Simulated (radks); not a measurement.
# The first electron to leave W⁹⁺

W⁹⁺ stands in [Kr] 4d10 4f13 5s2 5p4. From which sub-shell is an electron easiest to take? Each removal is a run of its own. The parent's configuration is the lowest that an earlier search found at this level.

Program: radks (a radial shooting solver on a logarithmic mesh, Libxc functionals) version 1. Level of theory: scalar-relativistic Kohn-Sham, PBE, spin-polarised, spherical densities, finite nucleus; open shells are filled with parallel spins first. These are calculated values, not measurements, unless marked.

5 further runs of the same task are left out: 5 set aside as unsound or not needed.

## 1. Starting point

| Quantity | Value |
| --- | --- |
| element | tungsten (Z = 74) |
| charge | +9 |
| electrons | 65 |
| configuration | [Kr] 4d10 4f13 5s2 5p4 |
| nuclear rms radius | 5.3658 fm |

Outer shells as boxes (Hund's rule):

W⁹⁺
```
[Kr] core
4d [↑↓][↑↓][↑↓][↑↓][↑↓]
4f [↑↓][↑↓][↑↓][↑↓][↑↓][↑↓][↑ ]
5s [↑↓]
5p [↑↓][↑ ][↑ ]
```

## 2. The parent, W⁹⁺

From an earlier run at this level the parent has E = -16116.695078 hartree and these outer levels (eV):

```
  level  occupation  energy (eV)
  4d up           5      -388.97
4d down           5      -387.48
  5s up           1      -217.36
5s down           1      -214.28
  4f up           7      -182.04
4f down           6      -180.27
  5p up           3      -176.57
5p down           1      -173.47
```

## 3. Remove 5p: [Kr] 4d10 4f13 5s2 5p3

The run's settings:

```text
Z 74
configuration [Kr] 4d10 4f13 5s2 5p3
relativity scalar-relativistic
functional pbe,pbe
spin polarised
nucleus finite rms 5.3658 fm
c 137.035999084
```

## 4. Remove 4f: [Kr] 4d10 4f12 5s2 5p4

The run's settings:

```text
Z 74
configuration [Kr] 4d10 4f12 5s2 5p4
relativity scalar-relativistic
functional pbe,pbe
spin polarised
nucleus finite rms 5.3658 fm
c 137.035999084
```

## 5. Remove 5s: [Kr] 4d10 4f13 5s1 5p4

The run's settings:

```text
Z 74
configuration [Kr] 4d10 4f13 5s1 5p4
relativity scalar-relativistic
functional pbe,pbe
spin polarised
nucleus finite rms 5.3658 fm
c 137.035999084
```

## 6. Remove 4d: [Kr] 4d9 4f13 5s2 5p4

The run's settings:

```text
Z 74
configuration [Kr] 4d9 4f13 5s2 5p4
relativity scalar-relativistic
functional pbe,pbe
spin polarised
nucleus finite rms 5.3658 fm
c 137.035999084
```

Before running it: what results should come out? Wanted: for each run, case; final configuration; Δ-SCF; −ε of the level emptied.

The runs gave:

```
     case     final configuration  Δ-SCF (eV)  −ε of the level emptied (eV)
remove 5p  [Kr] 4d10 4f13 5s2 5p3      182.72                        173.47
remove 4f  [Kr] 4d10 4f12 5s2 5p4      195.79                        180.27
remove 5s  [Kr] 4d10 4f13 5s1 5p4      224.49                        214.28
remove 4d   [Kr] 4d9 4f13 5s2 5p4      403.63                        387.48
```

Removal from 5p costs least (182.72 eV), ahead of 4f (195.79 eV). 5p is also the highest occupied level of the parent. NIST lists 179 eV (semi-empirical); its ground configuration differs from the one found lowest here for the parent and the ion. Open shells are spherical and high-spin; term and fine-structure splittings are not resolved. Spin-orbit splitting is averaged out at the scalar-relativistic level.
